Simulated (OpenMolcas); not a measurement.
**Rh³⁺ among point charges: CASSCF and CASPT2 levels and susceptibility**

How does a field of 4 point charges split the states of Rh³⁺, and what χT follows?

The numbers are computed with OpenMolcas 26.06 (state-averaged CASSCF and CASPT2, spin-orbit coupling by RASSI with atomic mean-field integrals), except any that are marked as measured or tabulated.

## (1) The system

| Quantity | Value |
| --- | --- |
| Species | Rh³⁺ (rhodium, Z = 45, 42 electrons) |
| Basis | ANO-RCC-VDZP [6s5p3d1f], 43 functions |
| Scalar Hamiltonian | DKH2, point nucleus |
| Inactive shells | 1s 2s 2p 3s 3p 3d 4s 4p |
| Active space | 6 electrons in 5 orbitals (4d) |
| Some configurations of this space | 4d6 |
| Orbitals | optimised for each spin and parity, averaged over all roots |

The outer shells:

4d6
```
4d [↑↓][↑ ][↑ ][↑ ][↑ ]
```

The ion sits among 4 point charges of -2 e arranged as a square (D4h), 1.76 Å from the ion.

The work runs as a chain of OpenMolcas steps in one folder; each step below is one input file. Labels, J, g values, rates, χT and fits are worked out afterwards by a script from the matrices that RASSI stores. The input lists half of the charges; inversion (Group=XYZ) makes the rest.

## (2) One- and two-electron integrals

File a.inp:

```
&GATEWAY
Coord
1

Rh 0.0 0.0 0.0
Basis=ANO-RCC-VDZP
Group=XYZ
NoMove
AngMom=0.0 0.0 0.0
AMFI
XField
2 Angstrom 0
1.760000 0.000000 0.000000 -2.000000
0.000000 1.760000 0.000000 -2.000000
&SEWARD
```

On the command line:

```sh
> OMP_NUM_THREADS=1 MOLCAS_MEM=1689 MOLCAS_PROJECT=a pymolcas a.inp > a.log
```

## (3) CASSCF: quintets of even parity, 5 roots

File a.inp:

```
&RASSCF
FileOrb=start.orb
Symmetry=1
Spin=5
nActEl=6 0 0
Inactive=9 9
Ras2=5 0
CIRoot=5 5 1
SDav=5
CIMx=300
Iter=120 100
PrWF=0.3
OrbListing=Nothing
MaxOrb=0
>>> COPY $Project.JobIph JOB001
```

start.orb holds the contracted functions of the basis, ordered by shell, or the orbitals of the step before.

## (4) Reference wave functions, triplets of even parity, 45 roots

File a.inp:

```
&RASSCF
FileOrb=start.orb
Symmetry=1
Spin=3
nActEl=6 0 0
Inactive=9 9
Ras2=5 0
CIRoot=45 45 1
SDav=45
CIMx=300
Iter=120 100
PrWF=0.3
OrbListing=Nothing
MaxOrb=0
>>> COPY $Project.JobIph JOB002
```

## (5) CASSCF: singlets of even parity, 50 roots

File a.inp:

```
&RASSCF
FileOrb=start.orb
Symmetry=1
Spin=1
nActEl=6 0 0
Inactive=9 9
Ras2=5 0
CIRoot=50 50 1
SDav=50
CIMx=300
Iter=120 100
PrWF=0.3
OrbListing=Nothing
MaxOrb=0
>>> COPY $Project.JobIph JOB003
```

## (6) State interaction with spin-orbit coupling

File a.inp:

```
&RASSI
NrOfJobIphs=3 5 45 50
1 2 3 4 5
1 2 3 4 5 6 7 8 9 10 11 12 13 14 15 16 17 18 19 20 21 22 23 24 25 26 27
28 29 30 31 32 33 34 35 36 37 38 39 40 41 42 43 44 45
1 2 3 4 5 6 7 8 9 10 11 12 13 14 15 16 17 18 19 20 21 22 23 24 25 26 27
28 29 30 31 32 33 34 35 36 37 38 39 40 41 42 43 44 45 46 47 48 49 50
IphNames
JOB001
JOB002
JOB003
EJob
SpinOrbit
DIPRint=1.0
SOCoupling=1000.0
Subsets=2
Property=9
'ANGMOM' 1 'ANGMOM' 2 'ANGMOM' 3 'MLTPL  1' 1 'MLTPL  1' 2 'MLTPL  1' 3
'AMFI' 1 'AMFI' 2 'AMFI' 3
SOProperty=3
'ANGMOM' 1 'ANGMOM' 2 'ANGMOM' 3
```

## (7) CASPT2: IPEA 0.25, imaginary shift 0.1 (closed shells correlated: 4s 4p)

File a.inp:

```
>>> COPY JOB001 $Project.JobIph
&CASPT2
Multistate=5 1 2 3 4 5
NoMult
Frozen=8 6
IPEA=0.25
Imaginary=0.1
MaxIter=60
WThr=0.0 0.3 0.05
PrWF=0.5
NoMix
>>> COPY JOB002 $Project.JobIph
&CASPT2
Multistate=45 1 2 3 4 5 6 7 8 9 10 11 12 13 14 15 16 17 18 19 20 21 22
23 24 25 26 27 28 29 30 31 32 33 34 35 36 37 38 39 40 41 42 43 44 45
NoMult
Frozen=8 6
IPEA=0.25
Imaginary=0.1
MaxIter=60
WThr=0.0 0.3 0.05
PrWF=0.5
NoMix
>>> COPY JOB003 $Project.JobIph
&CASPT2
Multistate=50 1 2 3 4 5 6 7 8 9 10 11 12 13 14 15 16 17 18 19 20 21 22
23 24 25 26 27 28 29 30 31 32 33 34 35 36 37 38 39 40 41 42 43 44 45 46
47 48 49 50
NoMult
Frozen=8 6
IPEA=0.25
Imaginary=0.1
MaxIter=60
WThr=0.0 0.3 0.05
PrWF=0.5
NoMix
```

(Steps that only read results are left out.)

**Question.** What will these runs give? Wanted: spin-free ground state; first state of the same spin within the active space; lowest level; next level.

The runs gave:

| quantity | value |
| --- | --- |
| method | SS-CASPT2, IPEA 0.25, imaginary shift 0.1 (closed shells correlated: 4s 4p) |
| spin-free ground state | 5A1, 1-fold in its orbital part |
| first state of the same spin within the active space | 5E at 11400 cm⁻¹ |
| lowest level | 1-fold A1 |
| next level | 168.1 cm⁻¹ |
| χT at 300 K | 3.03 cm³ K/mol |
| effective moment at 300 K | 4.92 μB |

Cost by method:

| method | time of its own steps | time with the reference |
| --- | --- | --- |
| A. CASSCF | 18 s | 18 s |
| B. SS-CASPT2, IPEA 0.25, imaginary shift 0.1, +4s 4p | 3.8 s | 21 s |

Times are of one thread on a shared host.

**Reading.** The spin-free ground state (5A1) comes to 100 % from free-ion D terms and keeps the highest spin of the shell. χT at 300 K is 3.03, against 3.01 cm³ K/mol for the spin alone; near agreement at one temperature doesn't show that the orbital moment is quenched. An active space of the d shell alone favours high spin; real ions in strong fields can be low spin. The field of point charges can differ much from that of real complexes. With metal d orbitals alone active, the gaps between spin states are rough; where two lie within a few thousand cm-1, their order is open. Point charges carry no covalency, so the field is a model and not that of real ligands.
